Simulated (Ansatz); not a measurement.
**ZrO+ (doublet): from Hartree-Fock to the top rungs, def2-TZVPP**

The task here is to estimate one member of a computed series from the others.

Method: def2-TZVPP, core rule «outside noble gas», up to 5 orbitals frozen; program: Ansatz 0.2.0, Gaussian basis.

Plan: UHF; ROHF; CCSD(T) on UHF.

2 further runs of the same task are left out: 2 set aside as unsound or not needed.

### The geometry

The geometry is a PBE0/def2-TZVP stationary point (not a proven minimum) of the parent state, kept for this charge and spin. No spin-orbit coupling is included. Elements past krypton take def2 core potentials.

2 atoms, charge 1, spin multiplicity 2.

Atoms are counted from 1 here; the program's logs count them from 0.

Bond lengths: Zr1–O2 1.704 Å.

Set-up of the first run:

in.yaml

```yaml
crystal:
  periodic: [false, false, false]
  atoms:
    - {symbol: Zr, position_ang: [0.000000, 0.000000, 0.000000]}
    - {symbol: O, position_ang: [0.000000, 0.000000, 1.703661]}
basis:
  gaussian: {orbitals: def2-TZVPP}
total_charge: 1
magnetization: {spin_polarized: true, initial_magnetization: 1}
hamiltonian: {xc: hf}
output: {orbitals: {seedname: orbitals}}
```

Run with:

```bash
ansatz run in.yaml --threads 1 --pin off --events-out ev --progress --plain --max-ram 4096MiB --backend cpu
```

Among the steps run: UHF; ROHF; CCSD(T) on UHF.

One table of the session follows, with a row left open; its other results are not shown here.

| method | from UCCSD(T) (kJ/mol) |
| --- | --- |
| ROHF | +876.1 |
| UHF | +867.1 |
| UMP2 | -6.8 |
| UCCSD | ? |
| UCCSD(T) | 0 |

Q: Estimate the row for UCCSD from the others.

The run gave: from UCCSD(T) (kJ/mol): +54.4. In the column «from UCCSD(T) (kJ/mol)» it lies between UCCSD(T) (0) and UHF (+867.1).
